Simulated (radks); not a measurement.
**Pb²⁺ in [Xe] 4f14 5d9.75 6s2 6d0.25: an all-electron calculation**

What are the levels of the lead ion Pb2+, how large are its shells, and how does its energy divide?

The numbers are computed with radks (a radial shooting solver on a logarithmic mesh, Libxc functionals) version 1 (Dirac Kohn-Sham, BLYP, spin-unpolarised, spherical densities, point nucleus; open shells are shared between the two j in proportion to 2j + 1), except any that are marked as measured or tabulated.

### 1 The system

* element: lead (Z = 82)
* charge: +2
* electrons: 80
* configuration: [Xe] 4f14 5d9.75 6s2 6d0.25

### 2 The run

Settings of this run:

```text
Z 82
configuration [Xe] 4f14 5d9.75 6s2 6d0.25 6p0 7s0
relativity Dirac
functional b88,lyp
spin unpolarised
j_filling average
nucleus point
c 137.035999084
```

On the command line:

```
$ python run_ks.py task.json out
```

This one command runs every case of the session in turn.

What does the calculation give?

As calculated:

```
                        quantity                   value
                    total energy     -20928.6297 hartree
exchange-correlation share of it                  1.87 %
                            −T/E                  1.1646
          highest occupied level        6d5/2, -8.657 eV
    most extended occupied level  6d5/2, <r> = 4.42 bohr
 radius at density 0.001 e/bohr³               3.85 bohr
    maxima of the radial density                       4
```

**Reading.** The radial density shows 4 maxima for 6 occupied principal shells; where shells overlap, one shows as a shoulder or not at all. Relativity lifts −T/E to 1.165. This is not the tabulated ground configuration, so its levels and sizes aren't those of the ground state, and no measured value stands beside it.
